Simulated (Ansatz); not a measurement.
# CH7GaSSi: the cost of one run

Program: Ansatz 0.2.0, Gaussian basis. Level of theory: the settings change from run to run. These are calculated values, not measurements.

### 1 The geometry

An earlier PBE0-D4 in a triple-zeta def2 set relaxation fixed the geometry.

SMILES `C[SiH](S)[GaH2]`, 11 atoms, charge 0, spin multiplicity 1.

Atoms are counted from 1 here; the program's logs count them from 0.

Bond lengths: C1–Si2 1.869 Å, C1–H5 1.092 Å, C1–H6 1.093 Å, C1–H7 1.092 Å, Si2–S3 2.228 Å, Si2–Ga4 2.353 Å, Si2–H8 1.489 Å, S3–H9 1.344 Å, Ga4–H10 1.564 Å, Ga4–H11 1.570 Å. Angles: Si2–C1–H5 110.9°, Si2–C1–H6 109.7°, Si2–C1–H7 111.0°, H5–C1–H6 107.9°, H5–C1–H7 108.9°, H6–C1–H7 108.4°, C1–Si2–S3 110.5°, C1–Si2–Ga4 128.5°, C1–Si2–H8 110.7°, S3–Si2–Ga4 74.7°, S3–Si2–H8 101.6°, Ga4–Si2–H8 118.4°, Si2–S3–H9 94.4°, Si2–Ga4–H10 119.2°, Si2–Ga4–H11 117.2°, H10–Ga4–H11 122.9°.

### 2 B97/x2c-TZVPPall

in.yaml

```yaml
crystal:
  periodic: [false, false, false]
  atoms:
    - {symbol: C, position_ang: [-0.815458, 1.634208, 0.105870]}
    - {symbol: Si, position_ang: [0.367246, 0.340171, -0.542475]}
    - {symbol: S, position_ang: [1.580802, -0.512278, 1.120673]}
    - {symbol: Ga, position_ang: [0.058885, -1.989023, -0.677837]}
    - {symbol: H, position_ang: [-1.529034, 1.193536, 0.804788]}
    - {symbol: H, position_ang: [-1.380395, 2.065458, -0.725053]}
    - {symbol: H, position_ang: [-0.276038, 2.438501, 0.610638]}
    - {symbol: H, position_ang: [1.418805, 0.966605, -1.389492]}
    - {symbol: H, position_ang: [0.530091, -0.667617, 1.944566]}
    - {symbol: H, position_ang: [1.055590, -2.842610, -1.529322]}
    - {symbol: H, position_ang: [-1.010503, -2.626961, 0.277664]}
basis:
  gaussian: {orbitals: x2c-TZVPPall}
hamiltonian: {xc: {name: B97}}
```

On the command line:

```console
ansatz run in.yaml --threads 4 --pin off --events-out ev --progress --plain --max-ram 10444MiB
```

Q: Estimate wall time and peak memory on 4 threads of Arm Neoverse V2, shared host.

About 6.5 s, with a peak of 0.69 GiB.
